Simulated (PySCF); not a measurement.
# C₃H₇OSn radical: EPR parameters

Aim: compute the EPR parameters of C₃H₇OSn radical (`C=[C]C[O][SnH3]`).

Programs: PySCF 2.14.0, with routines of our own; each step states its level. All values are computed. Atoms count from 0.

## Step 1: The starting structure

12 atoms, charge 0, multiplicity 2; geometry from: GFN2-xTB.

## Step 2: EPR parameters: PBE0/pcH-1 Sn:dyall-v2z, spin–orbit

What the job is given:

```
{"job": {"kind": "hepr", "xc": "PBE0", "basis": {"default": "pcH-1", "Sn": "dyall-v2z"}, "rel": "so"}, "charge": 0, "multiplicity": 2}
C     -2.269132    -0.458334     1.243748
C     -1.886222    -0.071452     0.072977
C     -0.698753     0.166902    -0.732106
O      0.439707    -0.118535     0.057221
Sn     2.332493     0.202059    -0.329865
H     -3.312387    -0.513060     1.518562
H     -1.576769    -0.756349     2.031972
H     -0.719260    -0.476457    -1.621244
H     -0.690319     1.211103    -1.071843
H      2.965976    -0.357835     1.089038
H      2.594531     1.836127    -0.603174
H      2.821335    -0.664855    -1.681312
```

With the program's defaults for keys left out, this is: PBE0/pcH-1 Sn:dyall-v2z EPR parameters from three collinear SCF solutions, X2C with spin-orbit coupling, screened-nuclear two-electron part, Gaussian nuclei, gas phase.

On the command line:

```bash
$ OMP_NUM_THREADS=1 python heavy_run.py task.json out
```

The driver reads the jobs from task.json and runs them one after another.

What it wrote:

```text
spin-free SCF
coarse grid: 46056 points
cycle   1  E = -6369.6270990843  dE =  2.958e-01  |g| = 5.609e-01  |ddm| = 2.145e+00
cycle   2  E = -6369.2664172320  dE =  3.607e-01  |g| = 1.095e+00  |ddm| = 1.517e+00
cycle   3  E = -6369.7426799538  dE = -4.763e-01  |g| = 9.215e-02  |ddm| = 1.193e+00
cycle   4  E = -6369.7453517904  dE = -2.672e-03  |g| = 5.433e-02  |ddm| = 1.200e-01
cycle   5  E = -6369.7467714123  dE = -1.420e-03  |g| = 1.497e-02  |ddm| = 4.905e-02
cycle   6  E = -6369.7469020487  dE = -1.306e-04  |g| = 6.276e-03  |ddm| = 1.640e-02
cycle   7  E = -6369.7469466603  dE = -4.461e-05  |g| = 2.400e-03  |ddm| = 9.537e-03
cycle   8  E = -6369.7469669215  dE = -2.026e-05  |g| = 1.286e-03  |ddm| = 7.789e-03
cycle   9  E = -6369.7469723844  dE = -5.463e-06  |g| = 6.981e-04  |ddm| = 4.245e-03
final grid: 96480 points
cycle  10  E = -6369.7476417097  dE = -3.559e-06  |g| = 2.174e-03  |ddm| = 1.476e-03
cycle  11  E = -6369.7476420071  dE = -2.975e-07  |g| = 6.006e-04  |ddm| = 1.008e-03
cycle  12  E = -6369.7476421020  dE = -9.482e-08  |g| = 6.399e-04  |ddm| = 9.509e-04
cycle  13  E = -6369.7476422676  dE = -1.656e-07  |g| = 2.019e-04  |ddm| = 5.810e-04
cycle  14  E = -6369.7476423053  dE = -3.774e-08  |g| = 1.058e-04  |ddm| = 2.098e-04
cycle  15  E = -6369.7476423615  dE = -5.617e-08  |g| = 1.450e-05  |ddm| = 6.643e-04
cycle  16  E = -6369.7476423616  dE = -1.246e-10  |g| = 3.589e-06  |ddm| = 1.879e-05
converged SCF energy = -6369.7476423616
two-component SCF, magnetisation along principal axis 1
cycle   1  E = -6369.0996330740  dE = -6.369e+03  |FDS-SDF| = 9.771e+01
cycle   2  E = -6370.5833256300  dE = -1.484e+00  |FDS-SDF| = 3.261e-01
cycle   3  E = -6370.5837907529  dE = -4.651e-04  |FDS-SDF| = 1.095e-02
cycle   4  E = -6370.5837956694  dE = -4.916e-06  |FDS-SDF| = 6.341e-03
cycle   5  E = -6370.5837971483  dE = -1.479e-06  |FDS-SDF| = 1.384e-03
cycle   6  E = -6370.5837973149  dE = -1.667e-07  |FDS-SDF| = 4.885e-04
cycle   7  E = -6370.5837973522  dE = -3.727e-08  |FDS-SDF| = 2.083e-04
cycle   8  E = -6370.5837973604  dE = -8.175e-09  |FDS-SDF| = 2.640e-05
converged, E = -6370.5837973604
two-component SCF, magnetisation along principal axis 2
cycle   1  E = -6369.0996330740  dE = -6.369e+03  |FDS-SDF| = 9.771e+01
cycle   2  E = -6370.5833256328  dE = -1.484e+00  |FDS-SDF| = 3.261e-01
cycle   3  E = -6370.5837907555  dE = -4.651e-04  |FDS-SDF| = 1.095e-02
cycle   4  E = -6370.5837956716  dE = -4.916e-06  |FDS-SDF| = 6.341e-03
cycle   5  E = -6370.5837971504  dE = -1.479e-06  |FDS-SDF| = 1.384e-03
cycle   6  E = -6370.5837973170  dE = -1.667e-07  |FDS-SDF| = 4.885e-04
cycle   7  E = -6370.5837973543  dE = -3.724e-08  |FDS-SDF| = 2.083e-04
cycle   8  E = -6370.5837973624  dE = -8.151e-09  |FDS-SDF| = 2.636e-05
converged, E = -6370.5837973624
two-component SCF, magnetisation along principal axis 3
cycle   1  E = -6369.0996330740  dE = -6.369e+03  |FDS-SDF| = 9.771e+01
cycle   2  E = -6370.5833256383  dE = -1.484e+00  |FDS-SDF| = 3.261e-01
cycle   3  E = -6370.5837907610  dE = -4.651e-04  |FDS-SDF| = 1.095e-02
cycle   4  E = -6370.5837956769  dE = -4.916e-06  |FDS-SDF| = 6.341e-03
cycle   5  E = -6370.5837971557  dE = -1.479e-06  |FDS-SDF| = 1.384e-03
cycle   6  E = -6370.5837973223  dE = -1.666e-07  |FDS-SDF| = 4.885e-04
cycle   7  E = -6370.5837973595  dE = -3.722e-08  |FDS-SDF| = 2.083e-04
cycle   8  E = -6370.5837973677  dE = -8.176e-09  |FDS-SDF| = 2.635e-05
converged, E = -6370.5837973677

g tensor 2.00145 2.00261 2.00405   isotropic 2.00270

Hyperfine (MHz)
atom isotope      a_iso        A1        A2        A3
  0    13C      -21.27     -41.55     -17.73      -4.51
  1    13C      251.00     168.75     193.43     390.82
  2    13C       49.97      45.75      46.98      57.17
  3    17O      -73.47     -86.91     -67.69     -65.82
  4  119Sn     -175.12    -242.61    -142.27    -140.49
  5     1H      116.77     110.54     111.23     128.53
  6     1H      174.39     169.85     172.34     180.96
  7     1H       10.56       2.98       5.96      22.74
  8     1H       13.41       5.73       8.81      25.68
  9     1H        3.51       2.70       2.99       4.85
 10     1H        0.64      -0.21       0.16       1.97
 11     1H        1.95       1.16       1.49       3.19

Field gradients (au) and densities at the nuclei (bohr^-3)
atom        Vxx        Vyy        Vzz        centre      nuclear mean
  0 C     -0.0284    -0.1495     0.1779        126.144        126.142
  1 C      0.0981     0.2199    -0.3181        126.416        126.414
  2 C     -0.1365    -0.2026     0.3391        126.010        126.008
  3 O     -0.3765    -1.4793     1.8558        312.135        312.125
  4 Sn    -1.1655    -1.7075     2.8731     188486.082     183406.048
  5 H     -0.1540    -0.1735     0.3275          0.476          0.476
  6 H     -0.1468    -0.1615     0.3083          0.465          0.465
  7 H     -0.1325    -0.1502     0.2827          0.483          0.483
  8 H     -0.1310    -0.1509     0.2819          0.484          0.484
  9 H     -0.0707    -0.0719     0.1426          0.406          0.406
 10 H     -0.0630    -0.0658     0.1288          0.401          0.401
 11 H     -0.0627    -0.0655     0.1282          0.401          0.401
without picture change
  4 Sn                           3.1448                    399740.721
```

It took 4.6 min on 1 thread of Intel Xeon at 2.70GHz, shared host; peak memory 1.4 GiB.

Key values:

| quantity | value |
| --- | --- |
| g(iso) | 2.0027 |

Mulliken spin populations:

| atom | value (e) |
| --- | --- |
| C0 | -0.20 |
| C1 | 1.04 |
| C2 | -0.04 |
| O3 | 0.03 |
| Sn4 | 0.03 |
| H5 | 0.05 |
| H6 | 0.09 |
| H7 | 0.00 |
| H8 | 0.01 |
| H9 | 0.00 |
| H10 | 0.00 |
| H11 | 0.00 |

## Step 3: EPR parameters: PBE0/pcH-1 Sn:dyall-v2z, spin-free

Settings changed since step 2:

```diff
@@ -1,2 +1,2 @@
-{"job": {"kind": "hepr", "xc": "PBE0", "basis": {"default": "pcH-1", "Sn": "dyall-v2z"}, "rel": "so"}, "charge": 0, "multiplicity": 2}
+{"job": {"kind": "hepr", "xc": "PBE0", "basis": {"default": "pcH-1", "Sn": "dyall-v2z"}, "rel": "sf"}, "charge": 0, "multiplicity": 2}
 C     -2.269132    -0.458334     1.243748
```

With the program's defaults for keys left out, this is: PBE0/pcH-1 Sn:dyall-v2z EPR parameters from three collinear SCF solutions, X2C without spin-orbit coupling, Gaussian nuclei, gas phase.

What it wrote:

```text
spin-free SCF
coarse grid: 46056 points
cycle   1  E = -6369.6270990843  dE =  2.958e-01  |g| = 5.609e-01  |ddm| = 2.145e+00
cycle   2  E = -6369.2664172320  dE =  3.607e-01  |g| = 1.095e+00  |ddm| = 1.517e+00
cycle   3  E = -6369.7426799538  dE = -4.763e-01  |g| = 9.215e-02  |ddm| = 1.193e+00
cycle   4  E = -6369.7453517904  dE = -2.672e-03  |g| = 5.433e-02  |ddm| = 1.200e-01
cycle   5  E = -6369.7467714123  dE = -1.420e-03  |g| = 1.497e-02  |ddm| = 4.905e-02
cycle   6  E = -6369.7469020487  dE = -1.306e-04  |g| = 6.276e-03  |ddm| = 1.640e-02
cycle   7  E = -6369.7469466603  dE = -4.461e-05  |g| = 2.400e-03  |ddm| = 9.537e-03
cycle   8  E = -6369.7469669215  dE = -2.026e-05  |g| = 1.286e-03  |ddm| = 7.789e-03
cycle   9  E = -6369.7469723844  dE = -5.463e-06  |g| = 6.981e-04  |ddm| = 4.245e-03
final grid: 96480 points
cycle  10  E = -6369.7476417097  dE = -3.559e-06  |g| = 2.174e-03  |ddm| = 1.476e-03
cycle  11  E = -6369.7476420071  dE = -2.975e-07  |g| = 6.006e-04  |ddm| = 1.008e-03
cycle  12  E = -6369.7476421020  dE = -9.482e-08  |g| = 6.399e-04  |ddm| = 9.509e-04
cycle  13  E = -6369.7476422676  dE = -1.656e-07  |g| = 2.019e-04  |ddm| = 5.810e-04
cycle  14  E = -6369.7476423053  dE = -3.774e-08  |g| = 1.058e-04  |ddm| = 2.098e-04
cycle  15  E = -6369.7476423615  dE = -5.617e-08  |g| = 1.450e-05  |ddm| = 6.643e-04
cycle  16  E = -6369.7476423616  dE = -1.246e-10  |g| = 3.589e-06  |ddm| = 1.879e-05
converged SCF energy = -6369.7476423616
two-component SCF, magnetisation along principal axis 1
cycle   1  E = -6369.7476423619  dE = -6.370e+03  |FDS-SDF| = 5.076e-06
cycle   2  E = -6369.7476423619  dE = -2.183e-11  |FDS-SDF| = 4.198e-06
converged, E = -6369.7476423619
two-component SCF, magnetisation along principal axis 2
cycle   1  E = -6369.7476423619  dE = -6.370e+03  |FDS-SDF| = 5.076e-06
cycle   2  E = -6369.7476423619  dE = -3.183e-11  |FDS-SDF| = 4.198e-06
converged, E = -6369.7476423619
two-component SCF, magnetisation along principal axis 3
cycle   1  E = -6369.7476423618  dE = -6.370e+03  |FDS-SDF| = 5.076e-06
cycle   2  E = -6369.7476423619  dE = -1.182e-11  |FDS-SDF| = 4.198e-06
converged, E = -6369.7476423619

g tensor 2.00221 2.00226 2.00229   isotropic 2.00225

Hyperfine (MHz)
atom isotope      a_iso        A1        A2        A3
  0    13C      -21.26     -41.55     -17.72      -4.51
  1    13C      251.08     169.01     193.52     390.72
  2    13C       49.98      45.77      47.00      57.16
  3    17O      -73.59     -86.85     -67.85     -66.05
  4  119Sn     -178.41    -232.33    -151.92    -150.99
  5     1H      116.78     110.54     111.25     128.55
  6     1H      174.40     169.85     172.36     180.98
  7     1H       10.56       2.98       5.96      22.74
  8     1H       13.41       5.73       8.81      25.69
  9     1H        3.47       2.61       2.99       4.81
 10     1H        0.56      -0.29       0.10       1.88
 11     1H        1.89       1.08       1.46       3.14

Field gradients (au) and densities at the nuclei (bohr^-3)
atom        Vxx        Vyy        Vzz        centre      nuclear mean
  0 C     -0.0284    -0.1496     0.1779        126.144        126.142
  1 C      0.0981     0.2199    -0.3180        126.416        126.414
  2 C     -0.1365    -0.2027     0.3392        126.010        126.008
  3 O     -0.3769    -1.4785     1.8554        312.134        312.124
  4 Sn    -1.1628    -1.7038     2.8666     188373.582     183293.455
  5 H     -0.1540    -0.1735     0.3275          0.476          0.476
  6 H     -0.1468    -0.1615     0.3083          0.465          0.465
  7 H     -0.1325    -0.1502     0.2827          0.483          0.483
  8 H     -0.1310    -0.1509     0.2819          0.484          0.484
  9 H     -0.0708    -0.0719     0.1427          0.406          0.406
 10 H     -0.0630    -0.0659     0.1289          0.402          0.402
 11 H     -0.0628    -0.0656     0.1283          0.401          0.401
without picture change
  4 Sn                           3.1424                    399753.198
```

Wall time 2.2 min (1 thread of Intel Xeon at 2.70GHz, shared host); peak memory 1.3 GiB.

In short:

| quantity | value |
| --- | --- |
| g(iso) | 2.0023 |

## Step 4: EPR parameters: PBE0/pcH-1 Sn:dyall-v2z, non-relativistic

Settings changed since step 3:

```diff
@@ -1,2 +1,2 @@
-{"job": {"kind": "hepr", "xc": "PBE0", "basis": {"default": "pcH-1", "Sn": "dyall-v2z"}, "rel": "sf"}, "charge": 0, "multiplicity": 2}
+{"job": {"kind": "hepr", "xc": "PBE0", "basis": {"default": "pcH-1", "Sn": "dyall-v2z"}, "rel": "nr"}, "charge": 0, "multiplicity": 2}
 C     -2.269132    -0.458334     1.243748
```

With the program's defaults for keys left out, this is: PBE0/pcH-1 Sn:dyall-v2z EPR parameters from three collinear SCF solutions, non-relativistic, Gaussian nuclei, gas phase.

What it wrote:

```text
non-relativistic SCF
coarse grid: 46056 points
cycle   1  E = -6218.1218991928  dE = -1.719e+02  |g| = 5.013e+00  |ddm| = 2.440e+00
cycle   2  E = -6217.7836379206  dE =  3.383e-01  |g| = 1.945e+00  |ddm| = 1.612e+00
cycle   3  E = -6217.8065103902  dE = -2.287e-02  |g| = 1.486e+00  |ddm| = 1.868e+00
cycle   4  E = -6218.4112955574  dE = -6.048e-01  |g| = 2.364e-01  |ddm| = 9.128e-01
cycle   5  E = -6218.4215401130  dE = -1.024e-02  |g| = 1.114e-01  |ddm| = 2.176e-01
cycle   6  E = -6218.4252685562  dE = -3.728e-03  |g| = 1.594e-02  |ddm| = 8.342e-02
cycle   7  E = -6218.4253561642  dE = -8.761e-05  |g| = 9.741e-03  |ddm| = 1.844e-02
cycle   8  E = -6218.4254109286  dE = -5.476e-05  |g| = 1.787e-03  |ddm| = 8.731e-03
cycle   9  E = -6218.4254214475  dE = -1.052e-05  |g| = 9.666e-04  |ddm| = 5.085e-03
cycle  10  E = -6218.4254256917  dE = -4.244e-06  |g| = 4.759e-04  |ddm| = 4.241e-03
final grid: 96480 points
cycle  11  E = -6218.4256181434  dE = -3.565e-07  |g| = 4.854e-04  |ddm| = 1.306e-03
cycle  12  E = -6218.4256182741  dE = -1.307e-07  |g| = 4.482e-04  |ddm| = 8.466e-04
cycle  13  E = -6218.4256183950  dE = -1.209e-07  |g| = 1.411e-04  |ddm| = 4.414e-04
cycle  14  E = -6218.4256184378  dE = -4.279e-08  |g| = 1.237e-04  |ddm| = 2.935e-04
cycle  15  E = -6218.4256184642  dE = -2.639e-08  |g| = 5.454e-05  |ddm| = 2.511e-04
cycle  16  E = -6218.4256184755  dE = -1.130e-08  |g| = 1.872e-05  |ddm| = 2.790e-04
cycle  17  E = -6218.4256184757  dE = -2.501e-10  |g| = 3.262e-06  |ddm| = 3.083e-05
converged SCF energy = -6218.4256184757
two-component SCF, magnetisation along principal axis 1
cycle   1  E = -6218.4256184757  dE = -6.218e+03  |FDS-SDF| = 4.613e-06
cycle   2  E = -6218.4256184757  dE =  2.365e-11  |FDS-SDF| = 4.602e-06
converged, E = -6218.4256184757
two-component SCF, magnetisation along principal axis 2
cycle   1  E = -6218.4256184757  dE = -6.218e+03  |FDS-SDF| = 4.613e-06
cycle   2  E = -6218.4256184757  dE = -1.728e-11  |FDS-SDF| = 4.603e-06
converged, E = -6218.4256184757
two-component SCF, magnetisation along principal axis 3
cycle   1  E = -6218.4256184757  dE = -6.218e+03  |FDS-SDF| = 4.613e-06
cycle   2  E = -6218.4256184757  dE = -1.273e-11  |FDS-SDF| = 4.602e-06
converged, E = -6218.4256184757

Hyperfine (MHz)
atom isotope      a_iso        A1        A2        A3
  0    13C      -21.36     -41.65     -17.82      -4.61
  1    13C      249.13     166.90     191.41     389.07
  2    13C       49.38      45.18      46.35      56.60
  3    17O      -72.97     -86.59     -66.99     -65.33
  4  119Sn     -128.68    -174.12    -106.26    -105.66
  5     1H      117.14     110.90     111.60     128.91
  6     1H      174.34     169.78     172.28     180.94
  7     1H       10.56       2.96       5.96      22.75
  8     1H       13.22       5.52       8.63      25.52
  9     1H        2.34       1.47       1.85       3.71
 10     1H        0.09      -0.76      -0.40       1.42
 11     1H        1.14       0.33       0.68       2.40

Field gradients (au) and densities at the nuclei (bohr^-3)
atom        Vxx        Vyy        Vzz        centre      nuclear mean
  0 C     -0.0287    -0.1501     0.1787        125.344        125.341
  1 C      0.0959     0.2211    -0.3170        125.613        125.610
  2 C     -0.1379    -0.2027     0.3406        125.209        125.206
  3 O     -0.4098    -1.4207     1.8305        308.546        308.533
  4 Sn    -1.0287    -1.5299     2.5586      87230.799      86940.815
  5 H     -0.1541    -0.1735     0.3277          0.476          0.476
  6 H     -0.1469    -0.1616     0.3085          0.465          0.465
  7 H     -0.1324    -0.1503     0.2828          0.483          0.483
  8 H     -0.1308    -0.1511     0.2819          0.484          0.484
  9 H     -0.0746    -0.0757     0.1503          0.414          0.414
 10 H     -0.0665    -0.0695     0.1360          0.409          0.409
 11 H     -0.0663    -0.0692     0.1354          0.409          0.409
```

It took 2 min on 1 thread of Intel Xeon at 2.70GHz, shared host; peak memory 1.2 GiB.

## Step 5: Results

```
                                                  quantity                                            value
      g(iso) (step 2, PBE0/pcH-1 Sn:dyall-v2z, spin–orbit)                                           2.0027
      a(iso) (step 2, PBE0/pcH-1 Sn:dyall-v2z, spin–orbit)  119Sn Sn4 -175.1, 13C C1 251.0, 1H H6 174.4 MHz
       g(iso) (step 3, PBE0/pcH-1 Sn:dyall-v2z, spin-free)                                           2.0023
       a(iso) (step 3, PBE0/pcH-1 Sn:dyall-v2z, spin-free)  119Sn Sn4 -178.4, 13C C1 251.1, 1H H6 174.4 MHz
a(iso) (step 4, PBE0/pcH-1 Sn:dyall-v2z, non-relativistic)  119Sn Sn4 -128.7, 13C C1 249.1, 1H H6 174.3 MHz
```

**Reading.** Without spin-orbit coupling g stays near the free electron's, so those rows hold no g shift. The geometry comes from tight binding, which is rough for metal atoms, and these values hang on it.
